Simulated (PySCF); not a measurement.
# C6H5F3NP: the cost of one run

Programs: PySCF 2.14.0, with routines of our own; each step states its level. All values are computed. Atoms count from 0.

## 1. The starting structure

16 atoms, charge 0, multiplicity 1; geometry from: GFN2-xTB.

## 2. Magnetic properties: GIAO wB97X-D/pcSseg-1

The job: settings as JSON, then the geometry in Å.

```
{"job": {"kind": "mag", "xc": "wB97X-D", "basis": "pcSseg-1", "isotopologues": 0}, "charge": 0, "multiplicity": 1}
C     -2.067271    -1.247004    -0.163511
C     -0.992189    -0.217184    -0.050278
C     -1.306263     1.139433     0.091643
C     -0.350826     2.120556     0.206728
P      1.373062     1.852548     0.207592
C      1.294812     0.113685     0.029933
C      2.616137    -0.608716    -0.020504
F      2.714886    -1.585902     0.889603
F      3.636270     0.238036     0.212714
F      2.855340    -1.169493    -1.215692
N      0.247679    -0.670432    -0.076432
H     -1.662199    -2.148645    -0.612849
H     -2.900961    -0.876806    -0.754756
H     -2.437979    -1.497758     0.830249
H     -2.351630     1.417506     0.107345
H     -0.676467     3.149121     0.306804
```

With the program's defaults for keys left out, this is: GIAO wB97X-D/pcSseg-1 magnetisability, rotational g tensor and spin-rotation constants, non-relativistic, gas phase.

On the command line:

```sh
> OMP_NUM_THREADS=1 python excited_run.py task.json out
```

The driver reads the jobs from task.json and runs them one after another.

Q: Estimate the wall time and peak memory of this first job on 1 thread of Arm Neoverse V2, shared host.

About 78 s, with a peak of 1.1 GiB.
